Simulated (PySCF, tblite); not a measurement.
# C8H17P: geometry, infrared bands and NMR shifts

Aim: predict the infrared bands and NMR shifts of C8H17P (`C=C(C)P(C)[C@@H](C)CC`).

The runs use tblite 0.8.0 and PySCF 2.14.0, with density-fitted response routines of our own; the level of theory stands in each step. All values are computed, except where a source is named. Atoms count from 0, in the outputs and in this text.

## (1) Starting geometry

26 atoms, charge 0, multiplicity 1; geometry from: force field or distance geometry start.

Bonds of the start (Å): C0–C1 1.34, C1–C2 1.52, C1–P3 1.86, P3–C4 1.84, P3–C5 1.89, C5–C6 1.53, C5–C7 1.53, C7–C8 1.52, C0–H9 1.09, C0–H10 1.08, C2–H11 1.10, C2–H12 1.09, C2–H13 1.09, C4–H14 1.09, C4–H15 1.10, C4–H16 1.10, C5–H17 1.10, C6–H18 1.10, C6–H19 1.09, C6–H20 1.10, C7–H21 1.09, C7–H22 1.09, C8–H23 1.10, C8–H24 1.09, C8–H25 1.10.

## (2) Relaxing the molecule with GFN2-xTB

The job: settings as JSON, then the geometry in Å.

```
{"job": {"kind": "relax", "xc": "GFN2-xTB", "basis": "xTB"}, "charge": 0, "multiplicity": 1}
C      1.873100    -1.811100    -1.546200
C      1.648700    -0.961000    -0.532900
C      2.050900    -1.306200     0.888900
P      0.842300     0.666100    -0.950500
C      1.834800     1.814100     0.091400
C     -0.738700     0.576700     0.080100
C     -1.462500     1.927900     0.007000
C     -1.627000    -0.569000    -0.411800
C     -2.875600    -0.785600     0.435000
H      1.578800    -1.566800    -2.561600
H      2.327900    -2.778000    -1.392100
H      1.175600    -1.250200     1.558200
H      2.811200    -0.620000     1.261200
H      2.447400    -2.320100     0.958600
H      2.886000     1.785900    -0.208400
H      1.766400     1.589700     1.163900
H      1.494400     2.847500    -0.059600
H     -0.459600     0.385100     1.127000
H     -2.345600     1.934700     0.664900
H     -1.788800     2.151900    -1.003500
H     -0.831000     2.757900     0.349400
H     -1.077400    -1.515700    -0.408900
H     -1.931200    -0.392100    -1.443700
H     -3.582300     0.049900     0.342900
H     -3.409000    -1.678100     0.108800
H     -2.630000    -0.910700     1.495300
```

The run is started by

```
OMP_NUM_THREADS=1 python probes_run.py task.json out
```

This one command runs all jobs of the session in turn.

**Question.** This job is followed by: GFN2-xTB harmonic vibrations, gas phase; GIAO PBE0/pcSseg-1 NMR shielding, non-relativistic, gas phase. What will the session give for the following? strongest single infrared mode (GFN2-xTB); zero-point energy (GFN2-xTB); 13C shifts against TMS (PBE0/pcSseg-1); 1H shifts against TMS (PBE0/pcSseg-1, means over atoms taken as alike); 31P shifts against H3PO4 (PBE0/pcSseg-1).

As calculated:

| quantity | value |
| --- | --- |
| strongest single infrared mode (GFN2-xTB) | 3023 cm⁻¹, 80 km/mol |
| zero-point energy (GFN2-xTB) | 142.8 kcal/mol |
| 13C shifts against TMS (PBE0/pcSseg-1) | 156.5, 137.1, 41.4, 30.2, 20.9, 16.3, 14.9, 13.3 ppm |
| 1H shifts against TMS (PBE0/pcSseg-1, means over atoms taken as alike) | 5.96, 5.93, 1.95, 1.66, 1.17, 1.06, 1.05, 1.03, 0.84 ppm |
| 31P shifts against H3PO4 (PBE0/pcSseg-1) | -30.9 ppm |

Over 87 steps the energy fell by 0.083 eV; of the close pairs, C1–C2 changed most, 1.517 to 1.498 Å. All 72 modes are real, so the xTB geometry is a minimum. GFN2-xTB is a fitted tight-binding method: band positions and strengths are rough. Its intensities can rank the bands wrongly. C1 (fully substituted alkene carbon) lies farthest downfield among carbon, at 156.5 ppm; an sp2 carbon of a C=C bond. At PBE0/pcSseg-1: The largest span, 252 ppm, is at C1, where the paramagnetic term is -236 ppm.
